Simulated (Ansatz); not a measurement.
# GeHF + H₂: a complex and its separated parts

Aim: how far the complex at one end of a reaction step lies below its separated, relaxed parts, level by level.

Method: PBE0-D4/def2-TZVP structures, single points in def2-TZVPP, no counterpoise correction; program: Ansatz 0.2.0, Gaussian basis.

Levels: SPW92, PBE-D4, BLYP-D4, r2SCAN-D4, B97M-V, PBE0-D4, B3LYP-D4, r2SCAN0-D4, BHLYP-D4, CAM-B3LYP-D4, wB97X-V, wB97M-V, B2PLYP, PBE-QIDH, RPA on PBE, Hartree-Fock, MP2, CCSD, CCSD(T).

Correlated methods freeze the cores. Filled d shells of the heavier atoms are correlated. B3LYP uses VWN-RPA correlation. B2PLYP carries no dispersion term here.

78 further runs of the same task are left out: 78 set aside as unsound or not needed.

## Step 1: Where the work starts

The complex: 5 atoms, charge 0, spin multiplicity 1.

Atoms are counted from 1 here; the program's logs count them from 0.

Bond lengths: Ge1–F2 1.763 Å, Ge1–H5 1.609 Å, H3–H4 0.761 Å. Angles: F2–Ge1–H5 94.9°.

Coordinates:

```mol
FGeH3
  3D, bonds by distance, orders not assigned

  5  3  0  0  0  0  0  0  0  0999 V2000
   -0.8884   -0.4755    0.4192 Ge  0  0
    0.0678   -1.7420   -0.3480 F   0  0
    0.5626    1.1092   -0.5042 H   0  0
   -0.0213    1.1217   -0.9927 H   0  0
    0.2794   -0.0135    1.4257 H   0  0
  1  2  8  0
  1  5  8  0
  3  4  8  0
M  END
```

Its parts: GeHF holds atoms 1, 2, 5; H₂ holds atoms 3, 4. Each part counts its atoms afresh in its own runs.

## Step 2: Relaxing GeHF alone

File relax-a/in.yaml:

```yaml
crystal:
  periodic: [false, false, false]
  atoms:
    - {symbol: Ge, position_ang: [-0.888404, -0.475483, 0.419180]}
    - {symbol: F, position_ang: [0.067751, -1.741957, -0.347962]}
    - {symbol: H, position_ang: [0.279430, -0.013468, 1.425742]}
basis:
  gaussian: {orbitals: def2-TZVP}
hamiltonian: {xc: pbe0, dispersion: d4}
relax: {f_tol: 0.005, max_steps: 200}
```

Command:

```sh
ansatz run in.yaml --threads 2 --pin off --events-out ev --progress --plain --max-ram 4352MiB
```

The runs that follow: Relaxing H₂ alone; SPW92/def2-TZVPP; PBE-D4/def2-TZVPP; BLYP-D4/def2-TZVPP; r2SCAN-D4/def2-TZVPP; B97M-V/def2-TZVPP; PBE0-D4/def2-TZVPP; B3LYP-D4/def2-TZVPP; r2SCAN0-D4/def2-TZVPP; BHLYP-D4/def2-TZVPP; CAM-B3LYP-D4/def2-TZVPP; wB97X-V/def2-TZVPP; wB97M-V/def2-TZVPP; B2PLYP/def2-TZVPP; PBE-QIDH/def2-TZVPP; RPA on PBE/def2-TZVPP; CCSD(T)/def2-TZVPP; Vibrations of GeHF; Vibrations of H₂.

What does the calculation give? Wanted: complex less parts, CCSD(T)/def2-TZVPP; with zero-point energy; largest T1 diagnostic.

The runs gave:

| quantity | value |
| --- | --- |
| complex less parts, CCSD(T)/def2-TZVPP | -4.0 kJ/mol |
| with zero-point energy | +6.7 kJ/mol |
| largest T1 diagnostic | 0.014 |

In words: At CCSD(T) the complex lies 4.0 kJ/mol below its parts. Among the functionals B2PLYP lands nearest to CCSD(T) (+0.4 kJ/mol) and SPW92 farthest (-26.8 kJ/mol). Mean unsigned error by rung: LDA 26.8, GGA 5.8, meta-GGA 5.2, hybrid 5.4, range-separated hybrid 3.6, double hybrid 2.5 kJ/mol. PBE-D4 gives a relative energy 9.5 kJ/mol too low, an error of 236 % of the reference. No counterpoise was applied, and triple zeta lacks some correlation, so the CCSD(T) reference has a basis error of its own, and close matches with it are partly luck. The restricted Hartree–Fock reference is unstable towards an unrestricted one at one or more of these structures.
